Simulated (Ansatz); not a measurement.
Working through a polarisability from point charges of FH6NSi2, SMILES N[SiH](F)[SiH3]

With the Ansatz DFT code, driven from Python.

Notebook, run cell by cell (the value of a cell's last expression is shown):

**Cell 1**
```python
import ansatz
from ase import Atoms
import numpy as np
```

**Cell 2**
```python
atoms = Atoms(['N', 'Si', 'F', 'Si', 'H', 'H', 'H', 'H', 'H', 'H'], positions=[
    (-0.4441, 1.7243, 0.0313),
    (0.2348, 0.3498, 0.6264),
    (-0.6482, 0.0187, 1.9277),
    (0.3382, -1.4382, -0.838),
    (-1.4934, 1.5978, -0.0552),
    (-0.3858, 2.5089, 0.7255),
    (1.632, 0.7454, 1.0453),
    (-1.0807, -1.7828, -1.2723),
    (1.061, -1.1237, -2.0157),
    (0.8692, -2.6513, -0.172),
])
fh6nsi2 = ansatz.Crystal.molecule_from_ase(atoms)

calculation = (
    fh6nsi2.calculation()
    .basis(gaussian='def2-SVPD')
    .functional('b3lyp', dispersion='d4')
    .accuracy('medium')
    .scf(lower_state_search='light')
    .forces()
)
centre = np.mean([site.position_ang for site in fh6nsi2.cartesian_sites], axis=0)
field = 2 * 14.399645 * 4.0 / 40.0 ** 2
```

**Cell 3**
```python
def dipole(axis, sign):
    arm = 40.0 * np.eye(3)[axis]
    pair = [{'charge': sign * 4.0, 'position_ang': (centre - arm).tolist()}, {'charge': -sign * 4.0, 'position_ang': (centre + arm).tolist()}]
    deck = calculation.input().set(ansatz.key.basis.gaussian.point_charges, pair)
    return np.array(ansatz.Session.from_dict(deck).plan().execute().report['charge_distribution']['dipole_moment_e_ang'])
```

**Cell 4**
```python
print(f'field {field:.4f} V/A')
alpha = np.array([(dipole(axis, 1) - dipole(axis, -1)) / (2 * field) * 14.399645 for axis in range(3)])
print('polarisability tensor (A^3)')
print(np.array2string(alpha, precision=3, suppress_small=True))
print(f'mean {np.trace(alpha) / 3:.3f} A^3 = {np.trace(alpha) / 3 / 0.14818471:.2f} bohr^3')
```
Output:
```text
field 0.0720 V/A
polarisability tensor (A^3)
[[ 8.98  -0.251  0.202]
 [-0.261 10.608  1.176]
 [ 0.195  1.175  9.186]]
mean 9.591 A^3 = 64.72 bohr^3
```

Notes:
- These settings explore the input space; basis and method may be short of convergence.
- The geometry is a force-field or estimated start, not a minimum of this method, and the basis set is short of its limit. The field of two point charges is only nearly even.
- b3lyp holds the VWN-RPA fit, as in Gaussian; the form of ORCA and Turbomole is b3lyp5.
- It ran for 38 s on 1 thread of Arm Neoverse V2, on a shared host, peak memory 0.37 GiB.

(Lines on the test bed's own set-up are left out of the output.)
